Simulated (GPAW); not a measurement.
Runs of GPAW 26.7.0 on BiS. Symmetry: R-3m, No. 166, trigonal system. The conventional cell has a = 4.219 Å, b = 4.219 Å, c = 10.501 Å, α = 90.00°, β = 90.00°, γ = 120.00°. Around Bi (site symmetry -3m) lie 6 S at 3.00 Å. Around S (site symmetry -3m) lie 6 Bi at 3.00 Å. The cell was built by a generator and needn't be a form met in nature.

```tsv
task	cell	optimizer	fmax	max steps	target pressure	convergence	gap on the mesh (eV)	pressure (GPa)
relaxation of cell and atoms	relaxed to 2 GPa	BFGS	0.02 eV/Å	60	2 GPa	density=1e-05 forces=0.0001	none	2.0
relaxation of cell and atoms	relaxed	BFGS	0.02 eV/Å	60	-	density=1e-05 forces=0.0001	none	0.0
single point	as given	-	-	-	-	-	none	(a)
single point	strain = 0.04	-	-	-	-	-	none	-5.1
```

Alike in all rows: level PBE; potentials or basis GPAW PAW data sets (gpaw-data 1.2.1), pw; no spin polarisation; k mesh 8 × 8 × 8; cutoff (eV) 600; smearing fermi-dirac 0.05 eV.

**Question.** Estimate the missing entries.

**Answer.** (a) -1.4.

Caveats: spin-orbit coupling is left out, which moves the levels of the heavy elements; later steps reuse the first step's grids (some runs); the density grid can change from cell to cell, which puts small steps into energies and stress (some runs).

A k mesh can miss the band edges, and the runs leave out spin-orbit coupling on Bi.

A gap of «none» marks a metal or a gap under the smearing width.
